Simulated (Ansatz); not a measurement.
# Ir (Ir (110), 5 layers): how the settings move a relaxation

How sensitive is a relaxation of Ir (Ir (110), 5 layers) to its settings? A reference run comes first, then one run with altered input.

Program: Ansatz 0.2.0. Level of theory: reference: DFT, LDA, PAW with Ansatz's default frozen-core files, scalar-relativistic. These are calculated values, not measurements.

### Step 1. The structure to begin with

The structure is orthorhombic, space group Pmmm (No. 47). Conventional cell: a = 2.696 Å, b = 3.812 Å, c = 21.391 Å, α = 90.00°, β = 90.00°, γ = 90.00°. Ir (site symmetry mm2) has 7 Ir at 2.70 Å as nearest neighbours. Around Ir (site symmetry mm2) lie 11 Ir at 2.70 Å. Ir (site symmetry mmm) has 12 Ir at 2.70 Å as nearest neighbours.

Structure file:

```cif
data_structure
_symmetry_space_group_name_H-M 'P 1'
_symmetry_Int_Tables_number 1
_cell_length_a 2.6956
_cell_length_b 3.8122
_cell_length_c 21.3912
_cell_angle_alpha 90.000
_cell_angle_beta 90.000
_cell_angle_gamma 90.000
_cell_volume 219.82
loop_
_atom_site_label
_atom_site_type_symbol
_atom_site_fract_x
_atom_site_fract_y
_atom_site_fract_z
_atom_site_occupancy
Ir1 Ir 0.00000 0.00000 0.37398 1
Ir2 Ir 0.50000 0.50000 0.43699 1
Ir3 Ir 0.00000 0.00000 0.50000 1
Ir4 Ir 0.50000 0.50000 0.56301 1
Ir5 Ir 0.00000 0.00000 0.62602 1
```

### Step 2. The reference run

Contents of input.yaml:

```yaml
crystal:
  lattice:
    - [2.6956178604, 0.0, 0.0]
    - [0.0, 3.8121793371, 0.0]
    - [0.0, 0.0, 21.3912]
  atoms:
    - { symbol: Ir, position: [0.0, 0.0, 0.3739847293] }
    - { symbol: Ir, position: [0.5, 0.5, 0.4369923645] }
    - { symbol: Ir, position: [0.0, 0.0, 0.5] }
    - { symbol: Ir, position: [0.5, 0.5, 0.5630076355] }
    - { symbol: Ir, position: [0.0, 0.0, 0.6260152707] }
kpoints:
  mp_grid: { grid: [15, 11, 1] }
scf:
  occupations: { method: fermi_dirac, width: 0.1 }
hamiltonian:
  xc: lda
  pseudopotentials: { kind: paw }
output:
  forces: true
  stress: true
  eigenvalues: true
  write_density: true
  write_potential: true
  elf: true
  volumetric_format: npy
relax:
  f_tol: 0.01
  max_steps: 40
efield:
  axis: 3
  amplitude: 0
  dipole_correction: true
```

Launch:

```bash
ansatz run input.yaml --threads 2 --pin off --max-ram 4096MiB --backend cpu --events-out ev --progress --plain --runs-dir out
```

### Step 3. Changed: dr2_threshold 1.0e-11, dispersion d3bjatm

Changes to input.yaml since step 2:

```diff
@@ -15,2 +15,3 @@
   occupations: { method: fermi_dirac, width: 0.1 }
+  convergence: { dr2_threshold: 1.0e-11 }
 hamiltonian:
@@ -18,2 +19,3 @@
   pseudopotentials: { kind: paw }
+  dispersion: d3bjatm
 output:
```

**Question.** What will these runs give? Wanted: for each run, ending; energy change; gap; force.

The runs gave:

```tsv
run	ending	energy change	gap (eV)	force (eV/Å)	cycles	time
reference	converged	0	0.00	0.00	33	1.9 min
1: dr2_threshold 1.0e-11, dispersion d3bjatm	converged	-466.9 meV/atom (offset of the dispersion model)	0.00	0.01	47	2.3 min
```

**Reading.** The energy moves by -466.9 meV/atom, nearly all of it the dispersion term itself (-467.8 meV/atom); that offset belongs to the model and is no gain or loss of stability. The damping parameters are borrowed, as the log notes.
